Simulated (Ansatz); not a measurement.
# CH₇As₂B: basis-set convergence

The task here is to estimate one member of a computed series from the others.

The runs use Ansatz 0.2.0, Gaussian basis; one geometry, several basis sets.

Plan: PBE0-D4/def2-SVP; ωB97M-V/def2-SVP; PBE0-D4/def2-QZVPP; ωB97M-V/def2-QZVPP; the functionals' def2-TZVPP values are taken from earlier runs.

**Structure used throughout**

An earlier PBE0-D4 in a triple-zeta def2 set relaxation fixed the geometry.

SMILES `CB([AsH2])[AsH2]`, 11 atoms, charge 0, spin multiplicity 1.

Atoms are counted from 1 here; the program's logs count them from 0.

Bond lengths: C1–B2 1.560 Å, C1–H5 1.093 Å, C1–H6 1.093 Å, C1–H7 1.100 Å, B2–As3 2.014 Å, B2–As4 2.016 Å, As3–H8 1.516 Å, As3–H9 1.519 Å, As4–H10 1.518 Å, As4–H11 1.516 Å. Angles: B2–C1–H5 113.9°, B2–C1–H6 114.4°, B2–C1–H7 106.3°, H5–C1–H6 109.1°, H5–C1–H7 106.0°, H6–C1–H7 106.4°, C1–B2–As3 120.6°, C1–B2–As4 120.6°, As3–B2–As4 118.8°, B2–As3–H8 98.5°, B2–As3–H9 98.0°, H8–As3–H9 95.7°, B2–As4–H10 97.6°, B2–As4–H11 98.4°, H10–As4–H11 95.5°.

As a file:

| atom | x (Å) | y (Å) | z (Å) |
| --- | --- | --- | --- |
| C1 | -0.4872 | 1.4354 | 0.0473 |
| B2 | 0.0528 | -0.0269 | -0.0112 |
| As3 | 0.6559 | -0.9638 | 1.6665 |
| As4 | 0.0915 | -1.0366 | -1.7553 |
| H5 | -0.1432 | 1.9994 | 0.9179 |
| H6 | -0.3010 | 2.0218 | -0.8559 |
| H7 | -1.5797 | 1.3573 | 0.1479 |
| H8 | 0.1375 | -2.3524 | 1.3479 |
| H9 | -0.5085 | -0.5688 | 2.5581 |
| H10 | 0.8536 | -0.0054 | -2.5683 |
| H11 | 1.2935 | -1.9168 | -1.4742 |

The first run:

The input, in.yaml:

```yaml
crystal:
  periodic: [false, false, false]
  atoms:
    - {symbol: C, position_ang: [-0.487167, 1.435416, 0.047254]}
    - {symbol: B, position_ang: [0.052806, -0.026917, -0.011179]}
    - {symbol: As, position_ang: [0.655940, -0.963777, 1.666498]}
    - {symbol: As, position_ang: [0.091508, -1.036587, -1.755300]}
    - {symbol: H, position_ang: [-0.143182, 1.999397, 0.917859]}
    - {symbol: H, position_ang: [-0.301035, 2.021820, -0.855914]}
    - {symbol: H, position_ang: [-1.579734, 1.357348, 0.147925]}
    - {symbol: H, position_ang: [0.137515, -2.352448, 1.347886]}
    - {symbol: H, position_ang: [-0.508473, -0.568778, 2.558073]}
    - {symbol: H, position_ang: [0.853634, -0.005434, -2.568294]}
    - {symbol: H, position_ang: [1.293486, -1.916842, -1.474208]}
basis:
  gaussian: {orbitals: def2-SVP}
hamiltonian: {xc: pbe0, dispersion: d4}
output: {orbitals: {seedname: orbitals}}
```

Among the steps run: PBE0-D4 in def2-SVP; ωB97M-V in def2-SVP; PBE0-D4 in def2-QZVPP; ωB97M-V in def2-QZVPP.

One table of the session follows, with a row left open; its other results are not shown here.

It belongs to the step «Functionals by basis». 

| functional | basis | HOMO (eV) | LUMO (eV) |
| --- | --- | --- | --- |
| PBE0-D4 | def2-SVP | ? | ? |
| PBE0-D4 | def2-TZVPP | -7.04 | -1.54 |
| PBE0-D4 | def2-QZVPP | -7.07 | -1.59 |
| ωB97M-V | def2-SVP | -9.06 | 0.47 |
| ωB97M-V | def2-TZVPP | -9.11 | 0.40 |
| ωB97M-V | def2-QZVPP | -9.13 | 0.34 |

Estimate the missing values for PBE0-D4, def2-SVP.

The run gave: HOMO (eV): -7.01; LUMO (eV): -1.50. In the column «HOMO (eV)» it is the highest.
